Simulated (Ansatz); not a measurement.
# NiTe2 (Melonite): the cost of one run

Program: Ansatz 0.2.0, driven from Python. Level of theory: DFT PBEsol, plane waves, PAW. These are calculated values, not measurements.

The COD entry's cell or inner coordinates are ideal or old and differ from later refinements, so a difference from it is no clean test against experiment.

### Step 1. The system

It takes space group P-3m1 (No. 164, trigonal). Conventional cell: a = 3.861 Å, b = 3.861 Å, c = 5.297 Å, α = 90.00°, β = 90.00°, γ = 120.00°. Ni (site symmetry -3m) is surrounded by 6 Te at 2.59 Å. Around Te (site symmetry 3m) lie 3 Ni at 2.59 Å.

The script holds or builds the structure itself.

### Step 2. The script

nite2_vcrelax.py reads:

```python
# -*- coding: utf-8 -*-
"""Relax cell and ions of NiTe2."""

from collections import defaultdict
from dataclasses import dataclass

import ansatz as az
from ase import Atoms
from ase.data import atomic_numbers
from ase.io import write
import matplotlib.pyplot as plt
import numpy as np
import spglib


@dataclass
class Settings:
    ecut: int = 630
    kmesh: tuple[int, ...] = (6, 6, 4)
    sigma: float = 0.3
    fmax: float = 0.1


opts = Settings()

def edges_and_angles(cell):
    cell = np.asarray(cell)
    a, b, c = np.linalg.norm(cell, axis=1)
    cosines = cell[1] @ cell[2] / (b * c), cell[0] @ cell[2] / (a * c), cell[0] @ cell[1] / (a * b)
    return (a, b, c, *np.degrees(np.arccos(cosines)))

xtal = (
    az.Lattice.of([3.861, 0.0, 0.0], [-1.9305, 3.34372408, 0.0], [0.0, 0.0, 5.297])
    .atom("Ni", [0.0, 0.0, 0.0])
    .atom("Te", [1 / 3, 2 / 3, 0.25])
    .atom("Te", [2 / 3, 1 / 3, 0.75])
    .moments(Ni=1.0)
)

# edges free, angles fixed
calculation = (
    xtal.calculation()
    .functional(az.Functional.PBESOL)
    .basis(opts.ecut, xc_grid=2)
    .kpoints(*opts.kmesh)
    .occupations(az.OccupationsMethod.COLD, width=opts.sigma)
    .spin("collinear")
    .eigensolver("davidson", mixed_precision=False)
    .scf(lower_state_search="off")
    .relax(force_tolerance=opts.fmax, fix_cell=["angles"])
    .density_of_states(energy_step=0.05, projected=True)
)
steps = []


def follow(event):
    if event["event"] != "relax_step":
        return
    row = event["data"]
    steps.append(row)
    print(f"step {row['step']:3d}  E = {row['lagrangian_ev']:.5f} eV  largest force component = {row['allowed_force_max_ev_ang']:.4f} eV/A  P = {row['pressure_gpa']:.3f} GPa")


result = calculation.session().plan(threads=1).execute(on_event=follow)
rep = result.report

first, last = steps[0], steps[-1]
symbols = [site.symbol for site in result.lattice.sites]
print(f"energy gained {first['lagrangian_ev'] - last['lagrangian_ev']:.4f} eV in {len(steps) - 1} steps")
for label, vectors in (("before", first["cell_ang"]), ("after", result.lattice.cell_ang)):
    print(label, "a b c (A) {:.4f} {:.4f} {:.4f}  angles {:.2f} {:.2f} {:.2f}".format(*edges_and_angles(vectors)), f" V = {abs(np.linalg.det(vectors)):.3f} A^3")
print("final stress xx yy zz (GPa, compression positive):", np.round(np.diag(rep["stress_gpa"]), 3) + 0.0)

change = np.array(last["positions_ang"]) @ np.linalg.inv(last["cell_ang"]) - np.array(first["positions_ang"]) @ np.linalg.inv(first["cell_ang"])
moved = np.linalg.norm(change @ np.array(last["cell_ang"]), axis=1)
print("displacement within the cell, strain taken out (A):", " ".join(f"{s}:{d:.3f}" for s, d in zip(symbols, moved)))

fractions = [site.position_frac for site in result.lattice.sites]
numbers = [atomic_numbers[s] for s in symbols]
for tolerance in (1e-3, 1e-2, 1e-1):
    print(f"space group at {tolerance} A:", spglib.get_spacegroup((result.lattice.cell_ang, fractions, numbers), symprec=tolerance))

fig, (top, bottom) = plt.subplots(2, 1, sharex=True, figsize=(4.5, 4))
top.plot([s["lagrangian_ev"] - last["lagrangian_ev"] for s in steps], "o-")
top.set_ylabel("E - E(final) (eV)")
bottom.semilogy([max(s["allowed_force_max_ev_ang"], 1e-6) for s in steps], "s-")
bottom.set(xlabel="step", ylabel="largest force (eV/A)")
fig.tight_layout()
fig.savefig("relax.png", dpi=100)

relaxed = Atoms(symbols, positions=[site.position_ang for site in result.lattice.sites], cell=result.lattice.cell_ang, pbc=True)
write("relaxed.vasp", relaxed, format="vasp")

print(f"free energy      {rep['free_energy_ev']:.5f} eV")
print(f"per atom         {rep['free_energy_ev'] / len(result.lattice.sites):.5f} eV")
print(f"SCF iterations   {rep['n_iterations']}  (converged: {rep['converged']})")

dos = result.density_of_states()
energy = np.asarray(dos.energies_ev) - dos.fermi_ev
projected = result.projected_density_of_states()
by_shell = defaultdict(float)
for site in projected.sites:
    for shell in site.shells:
        for part in shell.curves:
            by_shell[f"{site.species} {'spdf'[shell.l]}"] += np.sum(part.g_bin_mean_per_ev, axis=0)
print("E - E_F  " + " ".join(f"{name:>7s}" for name in by_shell))
for e in np.arange(-5, 5 + 0.1, 1.0):
    print(f"{e:7.1f}  " + " ".join(f"{np.interp(e, energy, curve):7.3f}" for curve in by_shell.values()))
```

### Step 3. Launch

The run is started by

```bash
> python nite2_vcrelax.py
```

What time and memory should one allow on 1 thread of Arm Neoverse V1, shared host?

About 3.2 min, with a peak of 0.67 GiB.
